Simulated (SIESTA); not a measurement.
GdO:

```
Gd O
1.0
     0.00000    2.70000    2.70000
     2.70000    0.00000    2.70000
     2.70000    2.70000    0.00000
Gd O
1 1
Cartesian
  0.0000 0.0000 0.0000
  4.0500 4.0500 4.0500
```

Base run:

| Item | Value |
| --- | --- |
| Program | SIESTA 5.4.2 |
| Functional | PBE |
| Potentials or basis | PseudoDojo 0.4 standard with PseudoDojo 3+ lanthanides (4f in the core) (PBE files) |
| Basis | DZP (energy shift 0.003 Ry; two zetas on semicore shells) |
| Grid cutoff | 800 Ry |
| Energy shift | 0.003 Ry |
| k mesh | 9 × 9 × 9 |
| Occupations | fermi-dirac, width 0.05 eV |
| Spin | collinear spin, ferromagnetic start |
| Starting moments | [7.0, 0.0] μB |

Its results: band gap on the k mesh none (metal or under the smearing width); pressure -1.7 GPa; net moment 0.92 μB per cell; site moments Gd +0.91; O +0.01 μB.

Problem. The run is repeated on the same cell with these changes: functional from PBE to vdW-DF-cx. What comes out?

Solution. Band gap on the k mesh none (metal or under the smearing width); pressure -4.4 GPa; net moment 0.94 μB per cell; site moments Gd +0.95; O -0.02 μB.

Caveats: spin-orbit coupling is left out, which moves the levels of the heavy elements; the 4f electrons are frozen in the core as for a trivalent ion, so they carry no moment and show no levels; the basis of atomic orbitals isn't converged, which shifts pressures, moduli and gaps; a cell with one magnetic atom can't hold antiferromagnetic order, which such compounds often take; the potentials were made for another functional, which shifts forces and pressure (some runs).
